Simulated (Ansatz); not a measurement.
# YbRu3B2: the cost of one run

Computed with Ansatz 0.2.0 (DFT r²SCAN, scalar-relativistic, plane waves, PAW, unless a step's input says otherwise).

1 further run of the same task is left out (it didn't finish). Runs told in other sessions of the task aren't counted.

## Step 1: The structure to begin with

It takes space group P6/mmm (No. 191, hexagonal). Conventional cell: a = 5.472 Å, b = 5.472 Å, c = 3.013 Å, α = 90.00°, β = 90.00°, γ = 120.00°. Yb (site symmetry 6/mmm) has 2 Yb at 3.01 Å and 12 Ru at 3.12 Å and 6 B at 3.16 Å in its first shell of neighbours. B (site symmetry -6m2) is surrounded by 6 Ru at 2.18 Å and 3 Yb at 3.16 Å. Ru (site symmetry mmm) is surrounded by 4 B at 2.18 Å.

As a file:

```cif
data_structure
_symmetry_space_group_name_H-M 'P 1'
_symmetry_Int_Tables_number 1
_cell_length_a 5.4721
_cell_length_b 5.4721
_cell_length_c 3.0130
_cell_angle_alpha 90.000
_cell_angle_beta 90.000
_cell_angle_gamma 120.000
_cell_volume 78.13
loop_
_atom_site_label
_atom_site_type_symbol
_atom_site_fract_x
_atom_site_fract_y
_atom_site_fract_z
_atom_site_occupancy
Yb1 Yb 0.00000 0.00000 0.00000 1
B1 B 0.33333 0.66667 0.00000 1
B2 B 0.66667 0.33333 0.00000 1
Ru1 Ru 0.50000 0.00000 0.50000 1
Ru2 Ru 0.50000 0.50000 0.50000 1
Ru3 Ru 0.00000 0.50000 0.50000 1
```

## Step 2: The first run (r²SCAN, 6×6×6 mesh)

File input.yaml:

```yaml
crystal:
  lattice:
    - [5.47211797, 0.0, 0.0]
    - [-2.73605899, 4.73899318, 0.0]
    - [0.0, 0.0, 3.01297646]
  atoms:
    - { symbol: Yb, position: [0.0, 0.0, 0.0] }
    - { symbol: B, position: [0.3333333333, 0.6666666667, 0.0] }
    - { symbol: B, position: [0.6666666667, 0.3333333333, 0.0] }
    - { symbol: Ru, position: [0.5, 0.0, 0.5] }
    - { symbol: Ru, position: [0.5, 0.5, 0.5] }
    - { symbol: Ru, position: [0.0, 0.5, 0.5] }
basis:
  ecutwfc: 500
kpoints:
  mp_grid: { grid: [6, 6, 6] }
hamiltonian:
  xc: r2scan
scf:
  occupations: { method: gaussian, width: 0.1 }
output:
  forces: true
  stress: true
  eigenvalues: true
```

Started as:

```
ansatz run input.yaml --threads 8 --pin off --max-ram 14336MiB --backend cpu --events-out ev --progress --plain --runs-dir out
```

What time and memory should one allow on 8 threads of Arm Neoverse V2, shared host?

About 3.8 s, with a peak of 0.74 GiB.
